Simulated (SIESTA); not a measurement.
# Tl in SIESTA: convergence with vacuum

Aim: find how far vacuum must go before the results for Tl settle, at vdW-DF-cx. This setting moves, with any that are tied to it; all else stays.

Everything below comes from runs of SIESTA 5.4.2. Logs are shortened: lines on timing, memory, paths and dates and some standing lists are left out, and cuts for length are marked.

**1. The structure**

The cell holds a slab with vacuum, 4 atoms: a = 3.562 Å, b = 3.562 Å, c = 14.240 Å, α = 90.00°, β = 90.00°, γ = 120.00°.

The slab is cut from a database's or a generator's crystal, which needn't be the stable form of the element.

**2. With vacuum 6**

run.py reads:

```python
from ase import Atoms
from ase.calculators.siesta import Siesta
from ase.units import Ry, GPa

atoms = Atoms(
    ['Tl', 'Tl', 'Tl', 'Tl'],
    cell=[
        [3.5621036905, -0.0, 0.0],
        [-1.7810518452, 3.0848722868, 0.0],
        [0.0, 0.0, 14.2404],
    ],
    scaled_positions=[
        [0.6666666667, 0.3333333333, 0.2106682397],
        [0.3333333333, 0.6666666667, 0.4057812573],
        [0.6666666667, 0.3333333333, 0.5942199215],
        [0.3333333333, 0.6666666667, 0.7893329392],
    ],
    pbc=True,
)

fdf = {
    'SCFMustConverge': False,
    'OccupationFunction': 'FD',
    'ElectronicTemperature': '0.05 eV',
    'Slab.DipoleCorrection': 'vacuum',
    'MaxSCFIterations': '120',
    'SCF.Mixer.Method': 'Pulay',
    'SCF.Mixer.Weight': '0.25',
    'SCF.Mixer.History': '8',
    'SCF.DM.Tolerance': '5.0e-05',
    'SCF.H.Tolerance': '1.0e-03 eV',
    'WriteForces': 'true',
    'Charge.Mulliken': 'end',
    'PAO.Basis': ['Tl.1 4', 'n=6 0 2', '  6.588 0.000', 'n=6 1 2', '  9.500 0.000', 'n=5 2 2', '  4.502 0.000', 'n=6 2 1', '  9.500'],
}
calc = Siesta(
    label="Tl",
    command="siesta < PREFIX.fdf > PREFIX.out",
    pseudo_path="pseudos",
    pseudo_qualifier="",
    xc=('VDW', 'BH'),
    basis_set="DZP",
    mesh_cutoff=500 * Ry,
    energy_shift=0.003 * Ry,
    kpts=[7, 7, 1],
    spin="non-polarized",
    fdf_arguments=fdf,
)
atoms.calc = calc

print(f"energy = {atoms.get_potential_energy():.6f} eV")
free = atoms.get_potential_energy(force_consistent=True)
print(f"free energy = {free:.6f} eV")
print("forces (eV/A):")
print(atoms.get_forces(apply_constraint=False).round(6))
print("stress (GPa, Voigt order, tension positive):", (atoms.get_stress() / GPa).round(4))
```

Potentials or basis: PseudoDojo 0.4 standard (PBE files), DZP (energy shift 0.003 Ry; two zetas on semicore shells).

Launch:

```console
> python run.py
```

The program printed:

```text
Job completed
energy = -6612.195440 eV
free energy = -6612.201789 eV
forces (eV/A):
[[-0.00000e+00  0.00000e+00  1.40974e-01]
 [ 1.00000e-06 -0.00000e+00  2.90710e-02]
 [-1.00000e-06  0.00000e+00 -2.90700e-02]
 [ 0.00000e+00 -0.00000e+00 -1.40974e-01]]
stress (GPa, Voigt order, tension positive): [ 1.7345e+00  1.7350e+00  2.7698e+00  0.0000e+00 -0.0000e+00  4.0000e-04]
```

Tl.fdf:

```text
SystemName	Tl
SystemLabel	Tl

Charge.Mulliken	end
ElectronicTemperature	0.05 eV
MaxSCFIterations	120
OccupationFunction	FD
%block PAO.Basis
Tl.1 4
n=6 0 2
  6.588 0.000
n=6 1 2
  9.500 0.000
n=5 2 2
  4.502 0.000
n=6 2 1
  9.500
%endblock PAO.Basis
SCF.DM.Tolerance	5.0e-05
SCF.H.Tolerance	1.0e-03 eV
SCF.Mixer.History	8
SCF.Mixer.Method	Pulay
SCF.Mixer.Weight	0.25
SCFMustConverge	False
Slab.DipoleCorrection	vacuum
WriteForces	true

Spin	non-polarized
XC.functional	VDW
XC.authors	BH

MeshCutoff	6802.846506091811	eV
PAO.EnergyShift	0.040817079036550866	eV

NumberOfSpecies	1
NumberOfAtoms	4
%block ChemicalSpecieslabel
    1 81 Tl.1 Tl.1.psml
%endblock ChemicalSpecieslabel

%block PAO.BasisSizes
    Tl.1	DZP
%endblock PAO.BasisSizes

LatticeConstant	1.0 Ang
%block LatticeVectors
    3.5621036905 -0.0 0.0
    -1.7810518452 3.0848722868 0.0
    0.0 0.0 14.2404
%endblock LatticeVectors
AtomicCoordinatesFormat	Ang
%block AtomicCoordinatesAndAtomicSpecies
    1.781051845444772 1.0282907621638375 3.00000000062388 1
    -1.4477186993495275e-10 2.0565815246361625 5.77848741645492 1
    1.781051845444772 1.0282907621638375 8.4619293701286 1
    -1.4477186993495275e-10 2.0565815246361625 11.24041678738368 1
%endblock AtomicCoordinatesAndAtomicSpecies
%block DM.InitSpin
%endblock DM.InitSpin

#KPoint grid
%block kgrid_Monkhorst_Pack
     7       0       0  0.0
     0       7       0  0.0
     0       0       1  0.0
%endblock kgrid_Monkhorst_Pack
```

Tl.out:

```text
Version         : 5.4.2

[... 6 lines left out ...]
 NOTE: Please see the manual for full details and compatibility measures.

reinit: Reading from standard input
reinit: Dumping input in INPUT_TMP.22576
************************** Dump of input data file ****************************
SystemName	Tl
SystemLabel	Tl
Charge.Mulliken	end
ElectronicTemperature	0.05 eV
MaxSCFIterations	120
OccupationFunction	FD
%block PAO.Basis
Tl.1 4
n=6 0 2
  6.588 0.000
n=6 1 2
  9.500 0.000
n=5 2 2
  4.502 0.000
n=6 2 1
  9.500
%endblock PAO.Basis
SCF.DM.Tolerance	5.0e-05
SCF.H.Tolerance	1.0e-03 eV
SCF.Mixer.History	8
SCF.Mixer.Method	Pulay
SCF.Mixer.Weight	0.25
SCFMustConverge	False
Slab.DipoleCorrection	vacuum
WriteForces	true
Spin	non-polarized
XC.functional	VDW
XC.authors	BH
MeshCutoff	6802.846506091811	eV
PAO.EnergyShift	0.040817079036550866	eV
NumberOfSpecies	1
NumberOfAtoms	4
%block ChemicalSpecieslabel
[... 498 lines left out ...]

siesta: Atomic forces (eV/Ang):
siesta:      1   -0.000000    0.000000    0.140974
siesta:      2    0.000001   -0.000000    0.029071
siesta:      3   -0.000001    0.000000   -0.029070
siesta:      4    0.000000   -0.000000   -0.140975
siesta: ----------------------------------------
siesta:    Tot   -0.000000   -0.000000    0.000001

siesta: Stress tensor (static) (eV/Ang**3):
siesta:     0.010826    0.000003   -0.000000
siesta:     0.000003    0.010829    0.000000
siesta:    -0.000000    0.000000    0.017287

siesta: Cell volume =        156.482557 Ang**3

siesta: Pressure (static):
siesta:                Solid            Molecule  Units
siesta:          -0.00014138         -0.00011262  Ry/Bohr**3
siesta:          -0.01298095         -0.01034018  eV/Ang**3
siesta:         -20.79776743        -16.56680266  kBar

Basis Enthalpy Calculation:
    Basis Pressure for species 1(Tl.1) :      0.2000000 GPa

    Orbital volume contribution        =           7.816816 eV
    (Free)E + p_basis*V_orbitals       =       -6604.384972 eV
    (Free)Eharris+ p_basis*V_orbitals  =       -6604.384973 eV

mulliken: Atomic and Orbital Populations:

Species: Tl.1
Atom  Qatom  Qorb
               6s      6s      6py     6pz     6px     6py     6pz     6px
               5dxy    5dyz    5dz2    5dxz    5dx2-y2 5dxy    5dyz    5dz2
               5dxz    5dx2-y2 6dxy    6dyz    6dz2    6dxz    6dx2-y2
   1 12.925   1.860  -0.006   0.168   0.245   0.168   0.197   0.083   0.197
              1.950   1.951   1.946   1.951   1.950   0.044   0.043   0.052

              0.043   0.044   0.006   0.016  -0.002   0.016   0.006
   2 13.075   1.953  -0.095   0.182   0.230   0.182   0.186   0.213   0.186
              1.942   1.950   1.948   1.950   1.942   0.052   0.041   0.047
[... 5 lines left out ...]
              0.041   0.052   0.008   0.019   0.019   0.019   0.008
   4 12.925   1.860  -0.006   0.168   0.245   0.168   0.197   0.083   0.197
              1.950   1.951   1.946   1.951   1.950   0.044   0.043   0.052

              0.043   0.044   0.006   0.016  -0.002   0.016   0.006

mulliken: Qtot =       52.000

Mulliken Atomic Populations:
Atom #   charge [q] valence [e]  Species
     1     0.074833   12.925167  Tl.1
     2    -0.074833   13.074833  Tl.1
     3    -0.074833   13.074833  Tl.1
     4     0.074833   12.925167  Tl.1
 Total    -0.000000

Job completed
```

It took 2.3 min on 1 thread of Arm Neoverse V2, shared host; peak memory 0.68 GiB.

Results:

```
Free energy            : -6612.2018 eV
Largest force          : 0.141 eV/Å
Band gap on the k mesh : none (metal or under the smearing width)
```

**3. With vacuum 8**

Changes to run.py since step 2:

```diff
@@ -9,9 +9,9 @@
         [-1.7810518452, 3.0848722868, 0.0],
-        [0.0, 0.0, 14.2404],
+        [0.0, 0.0, 16.2404],
     ],
     scaled_positions=[
-        [0.6666666667, 0.3333333333, 0.2106682397],
-        [0.3333333333, 0.6666666667, 0.4057812573],
-        [0.6666666667, 0.3333333333, 0.5942199215],
-        [0.3333333333, 0.6666666667, 0.7893329392],
+        [0.6666666667, 0.3333333333, 0.2462993522],
+        [0.3333333333, 0.6666666667, 0.4173842649],
+        [0.6666666667, 0.3333333333, 0.5826167687],
+        [0.3333333333, 0.6666666667, 0.7537016814],
     ],
```

Potentials or basis: PseudoDojo 0.4 standard (PBE files), DZP (energy shift 0.003 Ry; two zetas on semicore shells).

Launch:

```console
> python run.py
```

Wall time 2.7 min (1 thread of Arm Neoverse V2, shared host); peak memory 0.74 GiB.

It converged, with:

- Free energy: -6612.0822 eV
- Largest force: 0.216 eV/Å
- Band gap on the k mesh: none (metal or under the smearing width)

**4. With vacuum 10**

Changes to run.py since step 3:

```diff
@@ -9,9 +9,9 @@
         [-1.7810518452, 3.0848722868, 0.0],
-        [0.0, 0.0, 16.2404],
+        [0.0, 0.0, 18.2404],
     ],
     scaled_positions=[
-        [0.6666666667, 0.3333333333, 0.2462993522],
-        [0.3333333333, 0.6666666667, 0.4173842649],
-        [0.6666666667, 0.3333333333, 0.5826167687],
-        [0.3333333333, 0.6666666667, 0.7537016814],
+        [0.6666666667, 0.3333333333, 0.2741167957],
+        [0.3333333333, 0.6666666667, 0.4264428092],
+        [0.6666666667, 0.3333333333, 0.5735581111],
+        [0.3333333333, 0.6666666667, 0.7258841246],
     ],
```

Launch:

```console
> python run.py
```

Run time: 2.6 min. Hardware: 1 thread of Arm Neoverse V2, shared host; peak memory 0.72 GiB.

It converged, with:

- Free energy: -6612.0624 eV
- Largest force: 0.240 eV/Å
- Band gap on the k mesh: none (metal or under the smearing width)

**5. With vacuum 12**

Changes to run.py since step 4:

```diff
@@ -9,9 +9,9 @@
         [-1.7810518452, 3.0848722868, 0.0],
-        [0.0, 0.0, 18.2404],
+        [0.0, 0.0, 20.2404],
     ],
     scaled_positions=[
-        [0.6666666667, 0.3333333333, 0.2741167957],
-        [0.3333333333, 0.6666666667, 0.4264428092],
-        [0.6666666667, 0.3333333333, 0.5735581111],
-        [0.3333333333, 0.6666666667, 0.7258841246],
+        [0.6666666667, 0.3333333333, 0.2964368293],
+        [0.3333333333, 0.6666666667, 0.4337111626],
+        [0.6666666667, 0.3333333333, 0.5662896667],
+        [0.3333333333, 0.6666666667, 0.7035640001],
     ],
```

Launch:

```console
> python run.py
```

It took 2.8 min on 1 thread of Arm Neoverse V2, shared host; peak memory 0.77 GiB.

Results (log left out):

| Quantity | Value |
| --- | --- |
| Free energy | -6612.0602 eV |
| Largest force | 0.242 eV/Å |
| Band gap on the k mesh | none (metal or under the smearing width) |

**6. With vacuum 15**

Changes to run.py since step 5:

```diff
@@ -9,9 +9,9 @@
         [-1.7810518452, 3.0848722868, 0.0],
-        [0.0, 0.0, 20.2404],
+        [0.0, 0.0, 23.2404],
     ],
     scaled_positions=[
-        [0.6666666667, 0.3333333333, 0.2964368293],
-        [0.3333333333, 0.6666666667, 0.4337111626],
-        [0.6666666667, 0.3333333333, 0.5662896667],
-        [0.3333333333, 0.6666666667, 0.7035640001],
+        [0.6666666667, 0.3333333333, 0.3227138948],
+        [0.3333333333, 0.6666666667, 0.4422680942],
+        [0.6666666667, 0.3333333333, 0.5577326281],
+        [0.3333333333, 0.6666666667, 0.6772868275],
     ],
```

Potentials or basis: PseudoDojo 0.4 standard (PBE files), DZP (energy shift 0.003 Ry; two zetas on semicore shells).

Launch:

```console
> python run.py
```

Run time: 2.7 min. Hardware: 1 thread of Arm Neoverse V2, shared host; peak memory 0.78 GiB.

The run converged. Its results:

```yaml
Free_energy: -6612.0594 eV
Largest_force: 0.242 eV/Å
Band_gap_on_the_k_mesh: none (metal or under the smearing width)
```

**7. With vacuum 20**

Changes to run.py since step 6:

```diff
@@ -9,9 +9,9 @@
         [-1.7810518452, 3.0848722868, 0.0],
-        [0.0, 0.0, 23.2404],
+        [0.0, 0.0, 28.2404],
     ],
     scaled_positions=[
-        [0.6666666667, 0.3333333333, 0.3227138948],
-        [0.3333333333, 0.6666666667, 0.4422680942],
-        [0.6666666667, 0.3333333333, 0.5577326281],
-        [0.3333333333, 0.6666666667, 0.6772868275],
+        [0.6666666667, 0.3333333333, 0.3541026331],
+        [0.3333333333, 0.6666666667, 0.4524896041],
+        [0.6666666667, 0.3333333333, 0.5475109903],
+        [0.3333333333, 0.6666666667, 0.6458979613],
     ],
```

Launch:

```console
> python run.py
```

Run time: 2.9 min. Hardware: 1 thread of Arm Neoverse V2, shared host; peak memory 0.83 GiB.

The run converged. Its results:

```yaml
Free_energy: -6612.0593 eV
Largest_force: 0.242 eV/Å
Band_gap_on_the_k_mesh: none (metal or under the smearing width)
```

**8. The series at a glance**

| vacuum | energy less the tightest run, at zero smearing (meV/atom) | largest force (eV/Å) | SCF cycles | CPU time (s) | peak memory (GiB) |
| --- | --- | --- | --- | --- | --- |
| 6 | -35.72 | 0.141 | 11 | 140 | 0.68 |
| 8 | -5.76 | 0.216 | 11 | 160 | 0.74 |
| 10 | -0.77 | 0.240 | 11 | 150 | 0.72 |
| 12 | -0.22 | 0.242 | 11 | 170 | 0.77 |
| 15 | -0.03 | 0.242 | 11 | 160 | 0.78 |
| 20 | 0.00 | 0.242 | 11 | 170 | 0.83 |

Against the tightest run, the energy stays within 1 meV/atom from 10 on; the largest force stays within 0.005 eV/Å from 10 on. The tightest run that finished is the yardstick and may itself not be fully converged.

Caveats: the potentials were made for another functional, which shifts forces and pressure; the basis of atomic orbitals isn't converged, which shifts pressures, moduli and gaps.
